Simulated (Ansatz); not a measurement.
# TaC2: the cost of one run

Program: Ansatz 0.2.0. Level of theory: DFT PBE, scalar-relativistic, plane waves, PAW. These are calculated values, not measurements.

**1. The starting structure**

The structure is tetragonal, space group I4/mmm (No. 139). Conventional cell: a = 3.572 Å, b = 3.572 Å, c = 5.968 Å, α = 90.00°, β = 90.00°, γ = 90.00°. Around Ta (site symmetry 4/mmm) lie 10 C at 2.41 to 2.59 Å. Around C (site symmetry 4mm) lie 1 C at 1.16 Å.

Coordinates:

```
Ta C
1.0
    -1.78617    1.78617    2.98391
     1.78617   -1.78617    2.98391
     1.78617    1.78617   -2.98391
Ta C
1 2
Direct
  0.00000 0.00000 0.00000
  0.40300 0.40300 0.00000
  0.59700 0.59700 0.00000
```

The cell is invented: species swapped into a database cell of LaC2 (I4/mmm, No. 139), with Ta on the La sites. Its size is a rough estimate.

**2. Probe: one point on a coarse mesh**

input.yaml

```yaml
crystal:
  lattice:
    - [-1.78616651, 1.78616651, 2.98390602]
    - [1.78616651, -1.78616651, 2.98390602]
    - [1.78616651, 1.78616651, -2.98390602]
  atoms:
    - { symbol: Ta, position: [0.0, 0.0, 0.0] }
    - { symbol: C, position: [0.403, 0.403, 0.0] }
    - { symbol: C, position: [0.597, 0.597, 0.0] }
basis:
  ecutwfc: 420
kpoints:
  mp_grid: { grid: [6, 6, 6] }
hamiltonian:
  xc: pbe
scf:
  occupations: { method: gaussian, width: 0.1 }
  lower_state_search: "off"
output:
  forces: true
  stress: true
  eigenvalues: true
```

Started as:

```console
$ ansatz run input.yaml --threads 1 --pin off --max-ram 2560MiB --backend cpu --events-out ev --progress --plain --runs-dir out
```

**Question.** How long does this run take on 1 thread of Intel Xeon Platinum 8488C (Sapphire Rapids), shared host, and how much memory does it need?

About 1 s, with a peak of 0.35 GiB.
